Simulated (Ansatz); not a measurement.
**ZnAu: properties at the relaxed cell**

An exercise on one series of results from a longer session: the logs are not shown, and one member is left open.

Program: Ansatz 0.2.0. Level of theory: DFT PBE, scalar-relativistic, plane waves, PAW. These are calculated values, not measurements.

1 further run of the same task is left out (set aside as unsound or not needed).

## The structure to begin with

The structure is cubic, space group Pm-3m (No. 221). The conventional cell has a = 3.187 Å, b = 3.187 Å, c = 3.187 Å, α = 90.00°, β = 90.00°, γ = 90.00°. Around Zn (site symmetry m-3m) lie 8 Au at 2.76 Å. Around Au (site symmetry m-3m) lie 8 Zn at 2.76 Å.

Coordinates:

```
CELL_PARAMETERS angstrom
3.18670 0.00000 0.00000
0.00000 3.18670 0.00000
0.00000 0.00000 3.18670
ATOMIC_POSITIONS crystal
Zn 0.50000 0.50000 0.50000
Au 0.00000 0.00000 0.00000
```

This cell was relaxed beforehand with the same method: volume 16.18 Å³/atom, gap on the mesh none (metal).

The first run:

Input file input.yaml:

```yaml
crystal:
  lattice:
    - [3.1866969159, 0.0, 0.0]
    - [0.0, 3.1866969159, 0.0]
    - [0.0, 0.0, 3.1866969159]
  atoms:
    - { symbol: Zn, position: [0.5, 0.5, 0.5] }
    - { symbol: Au, position: [0.0, 0.0, 0.0] }
basis:
  ecutwfc: 420
kpoints:
  mp_grid: { grid: [14, 14, 14] }
  band_path:
    path:
      - [[0.0, 0.0, 0.0], [0.0, 0.5, 0.0], [0.5, 0.5, 0.0], [0.0, 0.0, 0.0], [0.5, 0.5, 0.5], [0.0, 0.5, 0.0]]
      - [[0.5, 0.5, 0.5], [0.5, 0.5, 0.0]]
    npoints: 14
hamiltonian:
  xc: pbe
scf:
  occupations: { method: gaussian, width: 0.1 }
  n_extra_bands: 6
output:
  forces: true
  stress: true
  eigenvalues: true
  populations: true
  dos: { projected: true, de: 0.02, nscf_kmesh: { grid: [21, 21, 21] } }
  bader: true
  write_density: true
  write_potential: true
  elf: true
  volumetric_format: npy
```

Started as:

```sh
ansatz run input.yaml --threads 1 --pin off --max-ram 2560MiB --backend cpu --events-out ev --progress --plain --runs-dir out
```

Among the steps run: Electronic structure at the relaxed geometry; Back to the database's cell; The cell scaled to 0.97 of its volume; Point at V/V0 = 1.03; The cell scaled to 0.94 of its volume; The cell scaled to 1.06 of its volume; Point at V/V0 = 0.91; The cell scaled to 1.10 of its volume; Volume × 0.88.

One table of the session follows, with a row left open; its other results are not shown here.

It belongs to the step «Equation of state». 

| volume (Å³/atom) | energy above the lowest point (meV/atom) | pressure (GPa) |
| --- | --- | --- |
| 14.239 | 111.3 | 21.10 |
| 14.724 | 58.2 | 14.19 |
| 15.210 | 24.1 | 8.51 |
| 15.695 | 5.6 | 3.83 |
| 16.181 | 0.0 | -0.01 |
| 16.666 | ? | ? |
| 17.151 | 18.6 | -5.76 |
| 17.799 | 47.6 | -8.49 |

**Question.** Estimate the row for volume (Å³/atom) = 16.666.

Worked estimate for «energy above the lowest point (meV/atom)». A straight line through the neighbours (16.181, 0.0) and (17.151, 18.6) gives 0.0 + (18.6 − 0.0) × (16.666 − 16.181) / (17.151 − 16.181) = 9.3; a parabola fitted to 4 rows on both sides gives 5.2.

**Answer.** energy above the lowest point (meV/atom): 4.9; pressure (GPa): -3.17. In «energy above the lowest point (meV/atom)» the line misses by +4.4 and the parabola by +0.3.
